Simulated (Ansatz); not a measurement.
# HfBeP2: one candidate of a structure search

Where does this trial cell of HfBeP2 go when cell and atoms are let free?

Method: DFT PBE, scalar-relativistic, plane waves, PAW, in Ansatz 0.2.0.

## 1. Starting point

The structure is hexagonal, space group P6/mmm (No. 191). Conventional cell: a = 4.357 Å, b = 4.357 Å, c = 7.150 Å, α = 90.00°, β = 90.00°, γ = 120.00°. Hf (site symmetry 6/mmm) is surrounded by 2 Be at 3.58 Å. Be (site symmetry 6/mmm) has 6 P at 2.52 Å as nearest neighbours. P (site symmetry -6m2) has 3 P at 2.52 Å and 3 Be at 2.52 Å as nearest neighbours.

As a file:

```cif
data_structure
_symmetry_space_group_name_H-M 'P 1'
_symmetry_Int_Tables_number 1
_cell_length_a 4.3565
_cell_length_b 4.3565
_cell_length_c 7.1505
_cell_angle_alpha 90.000
_cell_angle_beta 90.000
_cell_angle_gamma 120.000
_cell_volume 117.53
loop_
_atom_site_label
_atom_site_type_symbol
_atom_site_fract_x
_atom_site_fract_y
_atom_site_fract_z
_atom_site_occupancy
Hf1 Hf 0.00000 0.00000 0.50000 1
Be1 Be 0.00000 0.00000 0.00000 1
P1 P 0.33333 0.66667 0.00000 1
P2 P 0.66667 0.33333 0.00000 1
```

A structure generator made this guess: random cell by space group and Wyckoff sites (P6/mmm, No. 191). The dimensions are guesses.

## 2. Probe: one point on a coarse mesh

Input file input.yaml:

```yaml
crystal:
  lattice:
    - [4.3565038, 0.0, 0.0]
    - [-2.1782519, 3.77284296, 0.0]
    - [0.0, 0.0, 7.15048132]
  atoms:
    - { symbol: Hf, position: [0.0, 0.0, 0.5] }
    - { symbol: Be, position: [0.0, 0.0, 0.0] }
    - { symbol: P, position: [0.33333333, 0.66666667, 0.0] }
    - { symbol: P, position: [0.66666667, 0.33333333, 0.0] }
basis:
  ecutwfc: 420
kpoints:
  mp_grid: { grid: [6, 6, 4] }
hamiltonian:
  xc: pbe
scf:
  occupations: { method: gaussian, width: 0.1 }
  lower_state_search: "off"
output:
  forces: true
  stress: true
  eigenvalues: true
```

On the command line:

```console
$ ansatz run input.yaml --threads 1 --pin off --max-ram 2048MiB --backend cpu --events-out ev --progress --plain --runs-dir out
```

The session goes on with these runs: rough relaxation on the coarse mesh; full relaxation.

**Question.** What will these runs give? Wanted: conventional cell; volume; energy over the elements, black P; gap on the mesh.

As calculated:

| quantity | value |
| --- | --- |
| symmetry at the end (tolerance 0.05 Å) | space group P6/mmm (No. 191) |
| conventional cell | a = 4.029 Å, b = 4.029 Å, c = 4.696 Å, α = 90.00°, β = 90.00°, γ = 120.00° |
| volume | 16.50 Å³/atom |
| energy over the elements, black P | +0.69 eV/atom |
| gap on the mesh | none (metal) |

What this shows: The space group P6/mmm (No. 191) is kept, and the volume per atom shrinks by 43.8 % from the first guess. The formation energy is positive, so the separate elements lie lower. No finished test with a distortion of lower symmetry is shown, so the end may be a saddle point. The runs treat Hf without spin-orbit coupling.
